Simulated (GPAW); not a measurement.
The system is As2Se.

```
Se As
1.0
    -3.52942    3.52942    2.65357
     3.52942   -3.52942    2.65357
     3.52942    3.52942   -2.65357
Se As
2 4
Direct
  0.25000 0.75000 0.50000
  0.50000 0.50000 0.00000
  0.87500 0.12500 0.25000
  0.87500 0.62500 0.75000
  0.37500 0.12500 0.25000
  0.87500 0.12500 0.75000
```

The cell comes from a database or a generator and needn't be the stable form of this composition.

* Program: GPAW 26.7.0
* Task: relaxation of cell and atoms
* Functional: PBEsol
* Dispersion: D3(BJ)+ATM
* Potentials or basis: PAW data sets generated in the run's folder for this functional
* Cutoff: 600 eV
* Basis: pw
* k mesh: 5 × 5 × 5
* Occupations: fermi-dirac, width 0.05 eV
* Spin: no spin polarisation

At the start: pressure -5.4 GPa; volume 22.04 Å³/atom.

Q: How do energy, volume and symmetry change on relaxing?

A: Over 8 steps the energy falls by 29.5 meV/atom and the volume is 20.39 Å³/atom (-7.5 %); space group I4_1/amd (No. 141, to 0.05 Å).

Step by step:
```tsv
step	energy change (eV)	largest force (eV/Å)	pressure (GPa)	volume (Å³)
1	0.0000	0.0000	-5.43	132.22
2	-0.0231	0.0000	-5.09	131.52
3	-0.1651	0.0000	0.54	122.25
4	-0.1668	0.0000	-0.05	123.04
5	-0.1673	0.0000	-0.10	123.09
6	-0.1747	0.0000	-0.47	123.22
7	-0.1765	0.0001	-0.30	122.77
8	-0.1769	0.0001	-0.05	122.35
```

Final structure:
```
CELL_PARAMETERS angstrom
-3.41045 3.41045 2.62973
3.41045 -3.41045 2.62973
3.41045 3.41045 -2.62973
ATOMIC_POSITIONS crystal
Se 0.25000 0.75000 0.50000
Se 0.50000 0.50000 0.00000
As 0.87500 0.12500 0.25000
As 0.87500 0.62500 0.75000
As 0.37500 0.12500 0.25000
As 0.87500 0.12500 0.75000
```

Caveat: later steps reuse the first step's grids; pairwise dispersion overbinds metals, which lowers pressure and volume.
